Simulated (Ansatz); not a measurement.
I need a single point in a Gaussian basis of C2H3F2NSn, SMILES [CH3][Sn]([F])([F])[C]#N. Use the Python package of Ansatz (0.2.0). Level of theory: MP2, def2-SVP basis, multiplicity 1.

```xyz
9

C    -0.5611   -1.0494    0.8746
Sn    0.4956    0.0397   -0.6438
F     2.3617   -0.3228   -0.4377
F    -0.0042   -0.5383   -2.4046
C     0.1601    2.0912   -0.4675
N    -0.0310    3.2508   -0.3442
H    -1.6647   -0.7915    0.7416
H    -0.2414   -0.6484    1.8597
H    -0.4264   -2.0776    0.8047
```

The script, `energy.py`:
```python
"""Single point of C2H3F2NSn."""

from pathlib import Path

import ansatz as az
import numpy as np

GEOMETRY = """
C    -0.56110   -1.04940    0.87460
Sn    0.49560    0.03970   -0.64380
F     2.36170   -0.32280   -0.43770
F    -0.00420   -0.53830   -2.40460
C     0.16010    2.09120   -0.46750
N    -0.03100    3.25080   -0.34420
H    -1.66470   -0.79150    0.74160
H    -0.24140   -0.64840    1.85970
H    -0.42640   -2.07760    0.80470
"""

system = az.Crystal.molecule()
for line in GEOMETRY.strip().splitlines():
    symbol, *xyz = line.split()
    system = system.atom(symbol, [float(v) for v in xyz])

calculation = system.calculation()
calculation = calculation.basis(gaussian="def2-SVP").correlation("mp2")
calculation = calculation.forces()
calculation = calculation.orbitals()
outcome = calculation.run(runs_dir="c2h3f2nsn_runs")
rep = outcome.report

print(f"E = {rep['free_energy_ev']:.6f} eV = {rep['free_energy_ev'] / 27.211386246:.7f} Ha")
print("converged:", rep["converged"], " doubts:", rep["published_state_doubts"] or "none")

print("correlation energy", round(rep["free_energy_ev"] - rep["reference_energy_ev"], 5), "eV")
cluster = rep["correlation"].get("coupled_cluster")
if cluster:
    print("cycles", cluster["cycles"], " T1 diagnostic", round(cluster["t1_diagnostic"], 4), " largest double", round(cluster["largest_double"], 4))

field = rep["mean_field"]
print("<S^2> =", round(abs(field["state"]["spin_squared"]), 4), " all-electron relativity setting:", field["relativity"])
print("passes:", field["passes"])
if "symmetry" in field:
    print("occupied orbitals by irrep:", field["symmetry"]["occupied"])

symbols = [site.symbol for site in system.cartesian_sites]
forces = np.array(rep["forces_ev_ang"])
print("largest force", round(float(np.linalg.norm(forces, axis=1).max()), 4), "eV/A, rms", round(float(np.sqrt((forces ** 2).mean())), 4))

charges = rep["charge_distribution"]
print("dipole moment", round(4.803205 * float(np.linalg.norm(charges["dipole_moment_e_ang"])), 3), "D")
print("Mulliken:", [(s, round(q, 3)) for s, q in zip(symbols, charges["mulliken_charges_e"])])

lines = Path(rep["orbitals_path"]).read_text().splitlines()
field_of = lambda key: [line.split("=")[1].strip() for line in lines if line.startswith(key)]
orbitals = [(27.211386 * float(e), s, float(n)) for e, s, n in zip(field_of("Ene="), field_of("Spin="), field_of("Occup="))]
homo = max(e for e, _, n in orbitals if n > 0.5)
lumo = min(e for e, _, n in orbitals if n < 0.5)
print(f"HOMO {homo:.3f} eV, LUMO {lumo:.3f} eV, gap {lumo - homo:.3f} eV")
```

`python energy.py` gives:
```text
E = -14825.629767 eV = -544.8318447 Ha
converged: True  doubts: none
correlation energy -24.72481 eV
<S^2> = 0.0  all-electron relativity setting: none
passes: {'evaluations': 13, 'products': 43}
occupied orbitals by irrep: [{'A': 31}, {'A': 31}]
largest force 3.5929 eV/A, rms 0.9202
dipole moment 3.624 D
Mulliken: [('C', -0.385), ('Sn', 1.336), ('F', -0.46), ('F', -0.457), ('C', -0.316), ('N', -0.011), ('H', 0.099), ('H', 0.101), ('H', 0.092)]
HOMO -13.058 eV, LUMO 1.970 eV, gap 15.028 eV
```

Caveats:
- Total energies depend on the basis set; only differences at equal settings carry meaning.
- The geometry is a force-field or estimated start, not a minimum of this method, and the basis set is short of its limit.
- def2 sets replace the cores of elements past krypton by effective core potentials.
- Levels such as HOMO and LUMO are orbital energies: in Hartree-Fock the gap is too wide and the LUMO hangs on the basis.
- Inner cores stay frozen; a filled d shell under the valence of the heavier atoms is correlated with it.
- S² is that of the Hartree-Fock reference.
- Finished in 8.1 s on 1 thread of Arm Neoverse V1, with other jobs on the host, peak memory 0.35 GiB.
